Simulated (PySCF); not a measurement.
# DyH2: other functionals and bases at one geometry

How far do other levels of theory move the description of DyH2, and what does each cost? The species was built from a template and needn't be a known compound.

Program: PySCF 2.14.0. Level of theory: several levels, as the steps say, no spin–orbit coupling. These are calculated values, not measurements.

1 further run of the same task is left out (for a known fault of the program).

## Step 1: The system as given

3 atoms, charge 0, spin multiplicity 1.

Bond lengths: Dy1–H2 2.148 Å, Dy1–H3 2.148 Å. Angles: H2–Dy1–H3 119.2°.

As a file:

```mol
DyH2
  3D, bonds by distance, orders not assigned

  3  2  0  0  0  0  0  0  0  0999 V2000
   -0.0000    0.0000   -0.0974 Dy  0  0
    1.8518   -0.0000    0.9901 H   0  0
   -1.8518    0.0000    0.9901 H   0  0
  1  2  8  0
  1  3  8  0
M  END
```

Formal oxidation states: Dy +2. Each metal's 10 4f electrons lie in its core potential, so multiplicities, spins and levels count the valence alone. An earlier session relaxed this geometry at PBE0, Dy lcecp-0-SVP with ECP56, H def2-SVP (singlet, point group C2v).

At PBE0 on the finer grid: E = -32.038371 Eh, frontier levels not given, since the 4f levels lie in the core, Mulliken charge on Dy1 +0.38 e, largest force component 0.001 eV/Å. 

Levels to run: r2SCAN; CAM-B3LYP; PBE0, TZVP. Hardware: 2 threads of Arm Neoverse V2, shared host.

## Step 2: r2SCAN

The input, run.py (the lines that set the calculation):

```python
mol = gto.M(atom='''
Dy     0.00000     0.00000    -0.09737
H      1.85180     0.00000     0.99011
H     -1.85180     0.00000     0.99011''',
    basis={'Dy': 'lcecp-0-SVP', 'H': 'def2-SVP'},
    ecp={'Dy': 'lcecp-0-SVP'},
    charge=0, spin=0)
mf = dft.RKS(mol, xc='R2SCAN')
mf.grids.atom_grid = (75, 302)  # f atoms: unpruned, at least (60, 302)
mf = mf.density_fit()  # fitting sets: Dy AutoAux, H def2-universal-JKFIT
mf.conv_tol = 1e-08; mf.max_cycle = 55
mf.kernel(dm0)  # dm0: the density of the relaxed state
```

Launch:

```bash
$ OMP_NUM_THREADS=2 python run.py
```

## Step 3: CAM-B3LYP

Edit run.py (the lines that set the calculation) of step 2 so:

```diff
@@ -7,3 +7,3 @@
     charge=0, spin=0)
-mf = dft.RKS(mol, xc='R2SCAN')
+mf = dft.RKS(mol, xc='CAMB3LYP')
 mf.grids.atom_grid = (75, 302)  # f atoms: unpruned, at least (60, 302)
```

## Step 4: PBE0, TZVP

Basis: Dy lcecp-0-TZVP with ECP56, H def2-TZVP. 

The input, run.py (the lines that set the calculation):

```python
mol = gto.M(atom='''
Dy     0.00000     0.00000    -0.09737
H      1.85180     0.00000     0.99011
H     -1.85180     0.00000     0.99011''',
    basis={'Dy': 'lcecp-0-TZVP', 'H': 'def2-TZVP'},
    ecp={'Dy': 'lcecp-0-TZVP'},
    charge=0, spin=0)
mf = dft.RKS(mol, xc='PBE0')
mf.grids.atom_grid = (75, 302)  # f atoms: unpruned, at least (60, 302)
mf = mf.density_fit()  # fitting sets: Dy AutoAux, H def2-universal-JKFIT
mf.conv_tol = 1e-08; mf.max_cycle = 55
mf.kernel(dm0)  # dm0: free metal ions and neutral atoms
```

**Question.** What will these runs give? Wanted: for each run, charge on Dy1; dipole; largest force.

**Answer**, as computed:

| level | state | charge on Dy1 (e) | dipole (D) | largest force (eV/Å) | basis functions | time |
| --- | --- | --- | --- | --- | --- | --- |
| PBE0 (relaxed here) | singlet | 0.38 | 6.32 | 0.00 | 41 | 1.2 s |
| r2SCAN | singlet | 0.38 | 6.37 | 0.04 | 41 | 0.9 s |
| CAM-B3LYP | singlet | 0.38 | 6.50 | 0.04 | 41 | 0.8 s |
| PBE0, TZVP | singlet | 0.62 | 6.33 | 0.09 | 59 | 2 s |

Times are on 2 threads of Arm Neoverse V2, shared host; the first row also made further properties.

The largest leftover force, 0.09 eV/Å with PBE0, TZVP, stands at a geometry relaxed at another level. The Mulliken charge on Dy spans +0.38 to +0.62 e over the levels. With 4f in the core, its levels are missing from HOMO and gap. Total energies of different levels can't be compared. Spin–orbit coupling is left out throughout.
